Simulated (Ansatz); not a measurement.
# SiAu: the cost of one run

Method: DFT PBE, scalar-relativistic, plane waves, PAW, in Ansatz 0.2.0.

### 1 The structure to begin with

The cell holds 24 atoms (Au12Si12): a = 7.302 Å, b = 7.337 Å, c = 7.686 Å, α = 85.52°, β = 92.73°, γ = 89.37°.

It is the last frame of an earlier stage of the same melt, run at 2190 K.

Structure file:

```cif
data_structure
_symmetry_space_group_name_H-M 'P 1'
_symmetry_Int_Tables_number 1
_cell_length_a 7.3019
_cell_length_b 7.3372
_cell_length_c 7.6864
_cell_angle_alpha 85.522
_cell_angle_beta 92.729
_cell_angle_gamma 89.373
_cell_volume 410.04
loop_
_atom_site_label
_atom_site_type_symbol
_atom_site_fract_x
_atom_site_fract_y
_atom_site_fract_z
_atom_site_occupancy
Si1 Si 0.70556 0.27173 0.10338 1
Si2 Si 0.47423 0.49041 0.26841 1
Si3 Si 0.23394 0.99299 0.25370 1
Si4 Si 0.86667 0.32331 0.39710 1
Si5 Si 0.56205 0.81581 0.87073 1
Si6 Si 0.66199 0.00643 0.62948 1
Si7 Si 0.80921 0.98827 0.00392 1
Si8 Si 0.22295 0.48499 0.06898 1
Si9 Si 0.98292 0.03941 0.41972 1
Si10 Si 0.77910 0.76566 0.50376 1
Si11 Si 0.78534 0.54056 0.91737 1
Si12 Si 0.99489 0.69579 0.72649 1
Au1 Au 0.36091 0.77318 0.49953 1
Au2 Au 0.92168 0.31215 0.79759 1
Au3 Au 0.14112 0.46585 0.56263 1
Au4 Au 0.92104 0.66461 0.24829 1
Au5 Au 0.04187 0.24336 0.13697 1
Au6 Au 0.45259 0.52124 0.81625 1
Au7 Au 0.62632 0.40396 0.59141 1
Au8 Au 0.41402 0.14369 0.01924 1
Au9 Au 0.53888 0.79965 0.19181 1
Au10 Au 0.13698 0.77652 0.96377 1
Au11 Au 0.15635 0.02555 0.66643 1
Au12 Au 0.42801 0.18481 0.42481 1
```

### 2 Langevin stage at 1580 K

One k point, a Fermi-Dirac width of 0.136 eV and a fixed cell.

Contents of input.yaml:

```yaml
crystal:
  lattice:
    - [7.299612, 0.043655, -0.179241]
    - [0.043655, 7.331174, 0.293877]
    - [-0.179241, 0.293877, 7.678731]
  atoms:
    - { symbol: Si, position: [0.7055600047, 0.2717267345, 0.1033825361] }
    - { symbol: Si, position: [0.4742335857, 0.4904131139, 0.2684114763] }
    - { symbol: Si, position: [0.2339393765, 0.9929928475, 0.2537037669] }
    - { symbol: Si, position: [0.8666742136, 0.3233057979, 0.3971041426] }
    - { symbol: Si, position: [0.5620454769, 0.8158104606, 0.8707260865] }
    - { symbol: Si, position: [0.6619922349, 0.0064326652, 0.6294838261] }
    - { symbol: Si, position: [0.8092094486, 0.9882712184, 0.0039196302] }
    - { symbol: Si, position: [0.2229535605, 0.4849858397, 0.0689787916] }
    - { symbol: Si, position: [0.9829193858, 0.0394143915, 0.4197189818] }
    - { symbol: Si, position: [0.7790966833, 0.7656614442, 0.503758618] }
    - { symbol: Si, position: [0.785342075, 0.5405556359, 0.9173704643] }
    - { symbol: Si, position: [0.9948887274, 0.695788866, 0.7264934513] }
    - { symbol: Au, position: [0.3609107614, 0.7731755411, 0.4995280198] }
    - { symbol: Au, position: [0.9216815569, 0.312153213, 0.7975946977] }
    - { symbol: Au, position: [0.1411158728, 0.4658466604, 0.5626274911] }
    - { symbol: Au, position: [0.9210432287, 0.6646137237, 0.2482890816] }
    - { symbol: Au, position: [0.0418697566, 0.2433553365, 0.1369683216] }
    - { symbol: Au, position: [0.4525900556, 0.521236183, 0.8162490862] }
    - { symbol: Au, position: [0.6263172883, 0.4039558211, 0.5914136673] }
    - { symbol: Au, position: [0.4140219691, 0.1436874982, 0.0192383766] }
    - { symbol: Au, position: [0.538878539, 0.7996450168, 0.1918093548] }
    - { symbol: Au, position: [0.1369785466, 0.7765155553, 0.9637658949] }
    - { symbol: Au, position: [0.1563471614, 0.0255522764, 0.6664333036] }
    - { symbol: Au, position: [0.4280105095, 0.1848145482, 0.4248106556] }
  symmetry: { detect: false }
basis:
  ecutwfc: 420
  xc_grid: 1
kpoints:
  mp_grid: { grid: [1, 1, 1], shift: [0.25, 0.25, 0.25] }
hamiltonian:
  xc: pbe
scf:
  occupations: { method: fermi_dirac, width: 0.1362 }
  lower_state_search: "off"
  convergence: { dr2_threshold: 1.0e-05 }
output:
  forces: true
  stress: true
md:
  timestep: 3.0
  n_steps: 76
  ensemble: nvt_langevin
  friction: 0.03
  temperature: 1580.0
  initial_velocities: maxwell_boltzmann
  seed: 38275
```

Launch:

```bash
> ansatz run input.yaml --threads 2 --pin off --max-ram 5120MiB --backend cpu --events-out ev --progress --plain --runs-dir out
```

What time and memory should one allow on 2 threads of Arm Neoverse V2, shared host?

About 3.6 min, with a peak of 0.68 GiB.
